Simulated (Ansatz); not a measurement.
# C9H21In: a ladder of functionals and wavefunction methods

An exercise on one series of results from a longer session: the logs are not shown, and one member is left open.

Program: Ansatz 0.2.0, Gaussian basis. Level of theory: functionals in def2-TZVPP, the program's frozen cores in correlated methods. These are calculated values, not measurements.

The runs, in order: LDA (SPW92), PBE-D4, revPBE-D4, BLYP-D4, r2SCAN-D4, B97M-V, PBE0-D4, B3LYP-D4, r2SCANh-D4, r2SCAN0-D4, HSE06-D4, BHLYP-D4, CAM-B3LYP-D4, LC-ωPBE, ωB97X-V, ωB97M-V, B2PLYP, PBE-QIDH; CCSD(T)/def2-SVP; CCSD(T)/def2-TZVPP; MP2/def2-QZVPP; extrapolation to the limit; RPA on PBE.

**The geometry**

The geometry comes from an earlier relaxation with PBE0-D4 in a triple-zeta def2 set; it is a stationary point, not always the lowest conformer. In takes the def2 core potential; no spin-orbit term is included.

31 atoms, charge 0, spin multiplicity 1.

Atoms are counted from 1 here; the program's logs count them from 0.

Bond lengths: C1–C2 1.524 Å, C1–H11 1.095 Å, C1–H12 1.094 Å, C1–H13 1.099 Å, C2–C3 1.523 Å, C2–In4 2.198 Å, C2–H14 1.095 Å, C3–H15 1.095 Å, C3–H16 1.094 Å, C3–H17 1.099 Å, In4–C5 2.196 Å, In4–C8 2.196 Å, C5–C6 1.521 Å, C5–C7 1.525 Å, C5–H18 1.096 Å, C6–H19 1.093 Å, C6–H20 1.095 Å, C6–H21 1.099 Å and more. Angles: C2–C1–H11 111.8°, C2–C1–H12 112.6°, C2–C1–H13 111.2°, H11–C1–H12 107.4°, H11–C1–H13 106.6°, H12–C1–H13 107.0°, C1–C2–C3 111.0°, C1–C2–In4 110.7°, C1–C2–H14 108.5°, C3–C2–In4 111.7°, C3–C2–H14 108.5°, In4–C2–H14 106.2°, C2–C3–H15 111.7°, C2–C3–H16 112.6°, C2–C3–H17 111.1°, H15–C3–H16 107.4°, H15–C3–H17 106.7°, H16–C3–H17 107.0° and more.

The first run:

File in.yaml:

```yaml
crystal:
  periodic: [false, false, false]
  atoms:
    - {symbol: C, position_ang: [-2.331434, -1.409774, -0.318799]}
    - {symbol: C, position_ang: [-1.309763, -0.725598, -1.218581]}
    - {symbol: C, position_ang: [-1.975070, 0.316657, -2.107640]}
    - {symbol: In, position_ang: [0.318156, 0.144532, -0.024877]}
    - {symbol: C, position_ang: [-0.109568, 1.705560, 1.459197]}
    - {symbol: C, position_ang: [-1.456027, 2.384743, 1.261269]}
    - {symbol: C, position_ang: [0.012121, 1.117665, 2.861321]}
    - {symbol: C, position_ang: [2.341442, -0.664869, -0.292639]}
    - {symbol: C, position_ang: [2.828828, -0.420135, -1.714666]}
    - {symbol: C, position_ang: [2.365676, -2.150369, 0.042818]}
    - {symbol: H, position_ang: [-2.801227, -0.703098, 0.373137]}
    - {symbol: H, position_ang: [-1.891880, -2.211870, 0.281944]}
    - {symbol: H, position_ang: [-3.142527, -1.858680, -0.909152]}
    - {symbol: H, position_ang: [-0.847591, -1.485141, -1.858563]}
    - {symbol: H, position_ang: [-2.429418, 1.120381, -1.519822]}
    - {symbol: H, position_ang: [-1.273771, 0.780033, -2.808180]}
    - {symbol: H, position_ang: [-2.779989, -0.130270, -2.707868]}
    - {symbol: H, position_ang: [0.683374, 2.452321, 1.334905]}
    - {symbol: H, position_ang: [-1.537473, 2.872917, 0.286462]}
    - {symbol: H, position_ang: [-2.284048, 1.672841, 1.336355]}
    - {symbol: H, position_ang: [-1.629571, 3.154539, 2.026170]}
    - {symbol: H, position_ang: [0.996147, 0.676605, 3.046268]}
    - {symbol: H, position_ang: [-0.147120, 1.887464, 3.628816]}
    - {symbol: H, position_ang: [-0.736536, 0.338837, 3.043443]}
    - {symbol: H, position_ang: [3.001313, -0.135234, 0.402293]}
    - {symbol: H, position_ang: [2.171606, -0.890032, -2.454452]}
    - {symbol: H, position_ang: [2.889678, 0.644397, -1.960732]}
    - {symbol: H, position_ang: [3.831004, -0.843480, -1.869910]}
    - {symbol: H, position_ang: [1.680017, -2.720340, -0.593579]}
    - {symbol: H, position_ang: [3.366734, -2.576709, -0.111675]}
    - {symbol: H, position_ang: [2.089214, -2.350893, 1.082436]}
basis:
  gaussian: {orbitals: def2-TZVPP}
hamiltonian: {xc: lda}
output: {orbitals: {seedname: orbitals}}
```

Launch:

```bash
ansatz run in.yaml --threads 11 --pin off --events-out ev --progress --plain --max-ram 174080MiB --backend cuda --devices 0, --max-vram 75GiB
```

Steps of the session up to this table: LDA; PBE-D4 (GGA); revPBE-D4 (GGA); BLYP-D4 (GGA); r2SCAN-D4 (meta-GGA); B97M-V (meta-GGA); PBE0-D4 (hybrid); B3LYP-D4 (hybrid); r2SCANh-D4 (hybrid); r2SCAN0-D4 (hybrid); HSE06-D4 (hybrid); BHLYP-D4 (hybrid); CAM-B3LYP-D4 (range-separated); LC-ωPBE (range-separated); ωB97X-V (range-separated); ωB97M-V (range-separated); B2PLYP (double hybrid); PBE-QIDH (double hybrid).

One of the session's tables, all rows but one given; the rest of the session is left out.

It belongs to the step «Frontier levels by functional». 

| functional | HOMO (eV) | gap (eV) |
| --- | --- | --- |
| LDA (SPW92) | -5.12 | 3.07 |
| PBE-D4 | -4.98 | 3.25 |
| revPBE-D4 | -4.92 | 3.36 |
| BLYP-D4 | -4.85 | 3.17 |
| r2SCAN-D4 | ? | ? |
| B97M-V | -5.23 | 3.41 |
| PBE0-D4 | -6.04 | 5.05 |
| B3LYP-D4 | -5.86 | 4.59 |
| r2SCANh-D4 | -5.55 | 4.31 |
| r2SCAN0-D4 | -6.16 | 5.30 |
| HSE06-D4 | -5.65 | 4.30 |
| BHLYP-D4 | -7.03 | 6.69 |
| CAM-B3LYP-D4 | -7.31 | 7.10 |
| LC-ωPBE | -8.57 | 9.56 |
| ωB97X-V | -8.26 | 8.98 |
| ωB97M-V | -8.17 | 8.54 |

Estimate the missing values for r2SCAN-D4.

Worked estimate for «HOMO (eV)». Against the share of exact exchange, r2SCANh-D4 (0.1, -5.55), r2SCAN0-D4 (0.25, -6.16) give a slope of -4.07 per unit share; at 0 the line stands at -5.14.

As computed: HOMO (eV): -5.14; gap (eV): 3.65. In «HOMO (eV)» the line misses by 0.00.
